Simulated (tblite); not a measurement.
# C5H11Al: the cost of one run

Programs: tblite 0.8.0 and PySCF 2.14.0, with density-fitted response routines of our own. Each step states its level of theory. These are calculated values for one molecule, in the gas phase or a continuum, unless marked as measured. Atoms count from 0, in the outputs and in this text.

**1. The starting structure**

17 atoms, charge 0, multiplicity 1; geometry from: force field or distance geometry start.

Bonds of the start (Å): C0–C1 1.50, C1–Al2 1.99, Al2–C3 2.01, C3–C4 1.51, C4–C5 1.50, C5–C3 1.51, C0–H6 1.11, C0–H7 1.11, C0–H8 1.11, C1–H9 1.13, C1–H10 1.12, Al2–H11 1.61, C3–H12 1.12, C4–H13 1.11, C4–H14 1.09, C5–H15 1.10, C5–H16 1.12.

**2. Relaxing the molecule with GFN2-xTB**

The job: settings as JSON, then the geometry in Å.

```
{"job": {"kind": "relax", "xc": "GFN2-xTB", "basis": "xTB"}, "charge": 0, "multiplicity": 1}
C      2.967800     0.229600    -0.396800
C      1.736200    -0.365900     0.217400
Al     0.191700     0.884800     0.302600
C     -1.562600    -0.061300     0.563200
C     -1.981700    -0.765500    -0.707000
C     -2.778600     0.402800    -0.192900
H      2.779500     1.202700    -0.904700
H      3.367700    -0.517300    -1.112900
H      3.725600     0.333700     0.401000
H      1.914900    -0.684400     1.291600
H      1.466300    -1.292000    -0.350300
H      0.135500     2.026000    -0.832500
H     -1.745600    -0.549400     1.552300
H     -1.434900    -0.564400    -1.650900
H     -2.352500    -1.776600    -0.547500
H     -2.649200     1.410700    -0.608400
H     -3.787000     0.098400     0.174200
```

Started as:

```sh
$ OMP_NUM_THREADS=1 python probes_run.py task.json out
```

One launch serves the whole session: the jobs run in the order shown.

Q: Estimate the wall time and peak memory of this first job on 1 thread of Intel Xeon at 2.50GHz, shared host.

About 3.1 s, with a peak of 0.18 GiB.
